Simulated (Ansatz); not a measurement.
# Selenium, bcc under LDA: from relaxation to bulk modulus

The plan for selenium in the bcc structure: relax it, solve it on a dense k-mesh, switch on spin-orbit coupling, then scale the cell to 7 volumes from 88 to 112 % of the relaxed one and try a fit of the equation of state. The k-meshes are 13×13×13 for the relaxation; 22×22×22 for the dense run; 13×13×13 for spin-orbit coupling; 15×15×15 for the volumes.

Method: DFT LDA (PW92), plane waves (420 eV) with PAW, scalar-relativistic; PBE-made PAW files, in Ansatz 0.2.0.

### 1 The starting structure

The structure is cubic, space group Im-3m (No. 229). Conventional cell: a = 3.520 Å, b = 3.520 Å, c = 3.520 Å, α = 90.00°, β = 90.00°, γ = 90.00°. Se (site symmetry m-3m) is surrounded by 8 Se at 3.05 Å.

Structure file:

```cif
data_structure
_symmetry_space_group_name_H-M 'Im-3m'
_symmetry_Int_Tables_number 229
_cell_length_a 3.5201
_cell_length_b 3.5201
_cell_length_c 3.5201
_cell_angle_alpha 90.000
_cell_angle_beta 90.000
_cell_angle_gamma 90.000
_cell_volume 43.62
loop_
_atom_site_label
_atom_site_type_symbol
_atom_site_symmetry_multiplicity
_atom_site_Wyckoff_symbol
_atom_site_fract_x
_atom_site_fract_y
_atom_site_fract_z
_atom_site_occupancy
Se1 Se 2 a 0.00000 0.00000 0.00000 1
```

### 2 Geometry optimisation

Input file input.yaml:

```yaml
crystal:
  lattice:
    - [-1.7600399104, 1.7600399104, 1.7600399104]
    - [1.7600399104, -1.7600399104, 1.7600399104]
    - [1.7600399104, 1.7600399104, -1.7600399104]
  atoms:
    - { symbol: Se, position: [0.0, 0.0, 0.0] }
hamiltonian:
  xc: lda
  pseudopotentials:
    kind: paw
    azcp:
      Se: "pseudopotentials/Se.paw.azcp"
basis:
  ecutwfc: 420
  fft_grid_basis: typed
kpoints:
  mp_grid: { grid: [13, 13, 13], shift: [0, 0, 0] }
magnetization:
  spin_polarized: false
scf:
  occupations: { method: fermi_dirac, width: 0.1 }
relax:
  max_steps: 60
  f_tol: 0.01
  cell: {}
```

The runs that follow: Dense single point; Spin-orbit coupling switched on; Volume × 0.88; Volume × 0.92; Volume × 0.96; Volume × 1.0; Volume × 1.04; Volume × 1.08; Volume × 1.12.

What does the calculation give? Wanted: space group; conventional cell; volume; shortest distance; gap on the mesh; relative to trigonal; V₀, B₀, B₀′.

The runs gave:

| quantity | value |
| --- | --- |
| space group (spins left aside) | Im-3m (No. 229) |
| conventional cell | a = 3.357 Å |
| volume | 18.915 Å³/atom |
| shortest distance | 2.907 Å |
| gap on the mesh | none (levels filled in part) |
| relative to trigonal (grey) selenium | +444 meV/atom |
| V₀, B₀, B₀′ | 18.985 Å³/atom, 89 GPa, 4.4 |

In words: From the guessed start the volume shrank by 13.3 % in 5 steps. Against the reference form of selenium (trigonal (grey) selenium, computed apart with the same settings) it stands 444 meV/atom higher, so it is far from stable. Levels at the Fermi energy are filled in part, as in a metal. The total energy of the spin-orbit run lies -0.17 eV/atom from the scalar one, but the two kinds of run don't share a zero of energy: only differences within one kind count. The fitted modulus is 89 GPa. The symmetry was held, so the structure may be unstable against distortions that break it.
